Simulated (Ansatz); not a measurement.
**BH₃SeSi (SMILES [SiH2]=B[SeH]): a short trajectory**

Aim: follow the atoms for 60 steps of 0.75 fs with a Langevin thermostat, with velocities drawn for 200 K.

Method: PBE0-D4/def2-SVP; program: Ansatz 0.2.0, Gaussian basis.

1 further run of the same task is left out (it didn't finish).

## (1) The system as given

SMILES `[SiH2]=B[SeH]`, 6 atoms, charge 0, spin multiplicity 1.

Atoms are counted from 1 here; the program's logs count them from 0.

Bond lengths: Si1–B2 1.834 Å, Si1–H4 1.465 Å, Si1–H5 1.466 Å, B2–Se3 1.838 Å, Se3–H6 1.490 Å. Angles: B2–Si1–H4 125.7°, B2–Si1–H5 125.5°, H4–Si1–H5 106.5°, Si1–B2–Se3 145.6°, B2–Se3–H6 102.9°.

Coordinates:

```mol
BH3SeSi
  3D, bonds by distance, orders not assigned

  6  5  0  0  0  0  0  0  0  0999 V2000
    0.1726   -0.3188   -1.2748 Si  0  0
   -0.0979    0.2631    0.4436 B   0  0
   -0.1167   -0.2096    2.2201 Se  0  0
   -0.8781   -0.6904   -2.2260 H   0  0
    1.3919   -0.1124   -2.0625 H   0  0
   -0.4718    1.0681    2.8996 H   0  0
  1  2  8  0
  1  4  8  0
  1  5  8  0
  2  3  8  0
  3  6  8  0
M  END
```

## (2) The run

md/in.yaml reads:

```yaml
crystal:
  periodic: [false, false, false]
  atoms:
    - {symbol: Si, position_ang: [0.172610, -0.318790, -1.274800]}
    - {symbol: B, position_ang: [-0.097950, 0.263050, 0.443640]}
    - {symbol: Se, position_ang: [-0.116670, -0.209570, 2.220100]}
    - {symbol: H, position_ang: [-0.878120, -0.690400, -2.226050]}
    - {symbol: H, position_ang: [1.391910, -0.112350, -2.062450]}
    - {symbol: H, position_ang: [-0.471780, 1.068070, 2.899560]}
basis:
  gaussian: {orbitals: def2-SVP}
hamiltonian: {xc: pbe0, dispersion: d4}
md: {n_steps: 60, timestep: 0.75, temperature: 200, ensemble: nvt_langevin, seed: 335, friction: 0.05, initial_velocities: maxwell_boltzmann}
```

The run is started by

```bash
ansatz run in.yaml --threads 1 --pin off --events-out ev --progress --plain --max-ram 4352MiB
```

**Question.** What will these runs give? Wanted: temperature at the start; mean temperature, second half; lowest and highest potential energy, from the first frame; largest change of potential + kinetic.

The runs gave:

```
                                                 quantity              value
                                                   length  60 steps, 45.0 fs
                                 temperature at the start              167 K
                            mean temperature, second half              263 K
lowest and highest potential energy, from the first frame     -58 and 23 meV
                    largest change of potential + kinetic          122.9 meV
```

**Reading.** The thermostat trades energy with the molecule, so the sum of potential and kinetic energy isn't conserved: it changes by +123 meV over the run. The mean temperature of the second half is still well above the 200 K set. The instant temperature ranges from 135 to 386 K, as energy passes between motion and strain. The molecule keeps its bonds. Under Langevin the temperature counts 3N degrees of freedom, more than the drawn velocities fill, so it starts at 167 K, not 200 K.
